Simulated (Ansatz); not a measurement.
# Be4TeS3: the cell at several levels of theory

Cell and atoms of Be4TeS3, ordered on the zincblende lattice (R3m) with 8 atoms a cell are relaxed in turn with PBE and r2SCAN. This is a trial cell built on a prototype, not taken from a measured structure, and it needn't be the compound's ground state.

The runs shown are made with Ansatz 0.2.0. PAW datasets, plane waves, zero pressure. (Calculated; spin-unpolarised; the phase may be known or hypothetical.)

### Step 1. The structure to begin with

This is the cell as the run starts from it, not yet at rest; its lengths are not the crystal's.

It is trigonal, R3m (No. 160); conventional cell a = 3.286 Å, c = 32.198 Å, 12.55 Å³ an atom. Near S stand 4 Be at 2.01 Å; near Te stand 4 Be at 2.01 Å; near Be stand 4 S at 2.01 Å.

Structure file:

```
CELL_PARAMETERS angstrom
1.64312 0.94865 10.73280
-1.64312 0.94865 10.73280
0.00000 -1.89731 10.73280
ATOMIC_POSITIONS crystal
S 0.00000 0.00000 0.00000
S 0.75000 0.75000 0.75000
S 0.50000 0.50000 0.50000
Te 0.25000 0.25000 0.25000
Be 0.68750 0.68750 0.68750
Be 0.43750 0.43750 0.43750
Be 0.18750 0.18750 0.18750
Be 0.93750 0.93750 0.93750
```

### Step 2. Relaxing with PBE

Input file input.yaml:

```yaml
crystal:
  lattice:
    - [1.6431177195, 0.9486544576, 10.7328]
    - [-1.6431177195, 0.9486544576, 10.7328]
    - [0.0, -1.8973089153, 10.7328]
  atoms:
    - { symbol: S, position: [0.0, 0.0, 0.0] }
    - { symbol: S, position: [0.75, 0.75, 0.75] }
    - { symbol: S, position: [0.5, 0.5, 0.5] }
    - { symbol: Te, position: [0.25, 0.25, 0.25] }
    - { symbol: Be, position: [0.6875, 0.6875, 0.6875] }
    - { symbol: Be, position: [0.4375, 0.4375, 0.4375] }
    - { symbol: Be, position: [0.1875, 0.1875, 0.1875] }
    - { symbol: Be, position: [0.9375, 0.9375, 0.9375] }
kpoints:
  mp_grid: { grid: [8, 8, 8] }
hamiltonian:
  xc: pbe
scf:
  occupations: { method: fermi_dirac, width: 0.02 }
relax:
  f_tol: 0.005
  cell: {}
output:
  write_density: true
  write_potential: true
  elf: true
  volumetric_format: npy
```

On the command line:

```console
$ ansatz run input.yaml --threads 4 --pin off --max-ram 5529MiB --backend cpu --events-out ev --progress --plain --runs-dir out
```

The runs that follow: Relaxation with r2SCAN.

Before running it: what results should come out? Wanted: for each run, a; c; volume; space group; SCF geometries.

The runs gave:

| level | a (Å) | c (Å) | volume (Å³/atom) | space group | SCF geometries |
| --- | --- | --- | --- | --- | --- |
| PBE | 3.599 | 35.214 | 16.456 | R3m | 10 |
| r2SCAN | 3.595 | 35.154 | 16.392 | R3m | 5 |

In words: The first relaxation changed the volume by +31.1 % from the start. r2SCAN gives the smallest cell and PBE the largest; they differ by 0.4 % in volume, a mean of 0.1 % in length.
